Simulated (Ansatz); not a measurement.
# Cd (Cd, omega (AlB2-type)): the cost of one run

Program: Ansatz 0.2.0. Level of theory: DFT BLYP, plane waves (420 eV) with PAW, scalar-relativistic; the PAW data stem from PBE, with regenerated cores. These are calculated values, not measurements.

## Step 1: Starting point

The structure is hexagonal, space group P6/mmm (No. 191). The conventional cell has a = 4.959 Å, b = 4.959 Å, c = 3.040 Å, α = 90.00°, β = 90.00°, γ = 120.00°. Around Cd (site symmetry 6/mmm) lie 14 Cd at 3.04 to 3.24 Å. Cd (site symmetry -6m2) is surrounded by 11 Cd at 2.86 to 3.24 Å.

Coordinates:

```
CELL_PARAMETERS angstrom
4.95941 0.00000 0.00000
-2.47970 4.29497 0.00000
0.00000 0.00000 3.04012
ATOMIC_POSITIONS crystal
Cd 0.00000 0.00000 0.00000
Cd 0.33333 0.66667 0.50000
Cd 0.66667 0.33333 0.50000
```

## Step 2: Relaxation of the cell

File input.yaml:

```yaml
crystal:
  lattice:
    - [4.959407163, 0.0, 0.0]
    - [-2.4797035815, 4.2949725909, 0.0]
    - [0.0, 0.0, 3.0401165909]
  atoms:
    - { symbol: Cd, position: [0.0, 0.0, 0.0] }
    - { symbol: Cd, position: [0.3333333333, 0.6666666667, 0.5] }
    - { symbol: Cd, position: [0.6666666667, 0.3333333333, 0.5] }
hamiltonian:
  xc: blyp
  pseudopotentials:
    kind: paw
    azcp:
      Cd: "pseudopotentials/Cd.paw.azcp"
basis:
  ecutwfc: 420
  fft_grid_basis: typed
kpoints:
  mp_grid: { grid: [7, 7, 10], shift: [0, 0, 0] }
magnetization:
  spin_polarized: false
scf:
  occupations: { method: fermi_dirac, width: 0.1 }
relax:
  max_steps: 60
  f_tol: 0.01
  cell: {}
```

Command:

```console
$ ansatz run input.yaml --threads 2 --pin off --max-ram 5120MiB --backend cpu --events-out ev --progress --plain --runs-dir out
```

**Question.** How long does this run take on 2 threads of Intel Xeon Platinum 8259CL at 2.50GHz (Skylake/Cascade Lake), shared host, and how much memory does it need?

About 29 s, with a peak of 0.55 GiB.
